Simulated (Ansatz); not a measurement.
input.yaml

```yaml
crystal:
  lattice:
    - [8.267122, 0.0, 0.0]
    - [0.0, 6.397841, 0.0]
    - [0.0, 0.0, 11.236933]
  atoms:
    - { symbol: Rb, position: [0.162594, 0.25, 0.5849] }
    - { symbol: Rb, position: [0.662594, 0.25, 0.9151] }
    - { symbol: Rb, position: [0.837406, 0.75, 0.4151] }
    - { symbol: Rb, position: [0.337406, 0.75, 0.0849] }
    - { symbol: Rb, position: [0.493151, 0.25, 0.300136] }
    - { symbol: Rb, position: [0.993151, 0.25, 0.199864] }
    - { symbol: Rb, position: [0.506849, 0.75, 0.699864] }
    - { symbol: Rb, position: [0.006849, 0.75, 0.800136] }
    - { symbol: Mg, position: [0.227277, 0.25, 0.919729] }
    - { symbol: Mg, position: [0.727277, 0.25, 0.580271] }
    - { symbol: Mg, position: [0.772723, 0.75, 0.080271] }
    - { symbol: Mg, position: [0.272723, 0.75, 0.419729] }
    - { symbol: H, position: [0.304713, 0.487493, 0.844677] }
    - { symbol: H, position: [0.804713, 0.012507, 0.655323] }
    - { symbol: H, position: [0.695287, 0.987493, 0.155323] }
    - { symbol: H, position: [0.195287, 0.512507, 0.344677] }
    - { symbol: H, position: [0.695287, 0.512507, 0.155323] }
    - { symbol: H, position: [0.195287, 0.987493, 0.344677] }
    - { symbol: H, position: [0.304713, 0.012507, 0.844677] }
    - { symbol: H, position: [0.804713, 0.487493, 0.655323] }
    - { symbol: H, position: [0.004755, 0.25, 0.920885] }
    - { symbol: H, position: [0.504755, 0.25, 0.579115] }
    - { symbol: H, position: [0.995245, 0.75, 0.079115] }
    - { symbol: H, position: [0.495245, 0.75, 0.420885] }
    - { symbol: H, position: [0.814903, 0.25, 0.427684] }
    - { symbol: H, position: [0.314903, 0.25, 0.072316] }
    - { symbol: H, position: [0.685097, 0.75, 0.927684] }
total_charge: -1
basis:
  ecutwfc: 420.0
kpoints:
  mp_grid: { grid: [1, 2, 1] }
hamiltonian:
  xc: pbesol
scf:
  occupations: { method: fermi_dirac, width: 0.05 }
  lower_state_search: "off"
md:
  timestep: 0.75
  n_steps: 210
  ensemble: nve
  temperature: 1000.0
  initial_velocities: maxwell_boltzmann
  seed: 900190
```

Launched with:

```bash
$ ansatz run input.yaml --threads 1 --pin off --max-ram 3072MiB --backend cpu --events-out ev --progress --plain --runs-dir out
```

Hardware: 1 thread of Arm Neoverse V1 (shared host).

Task: Roughly how long does this run take, and how much memory?

Result: 15 min, with a peak of 0.76 GiB, for 211 ionic steps.
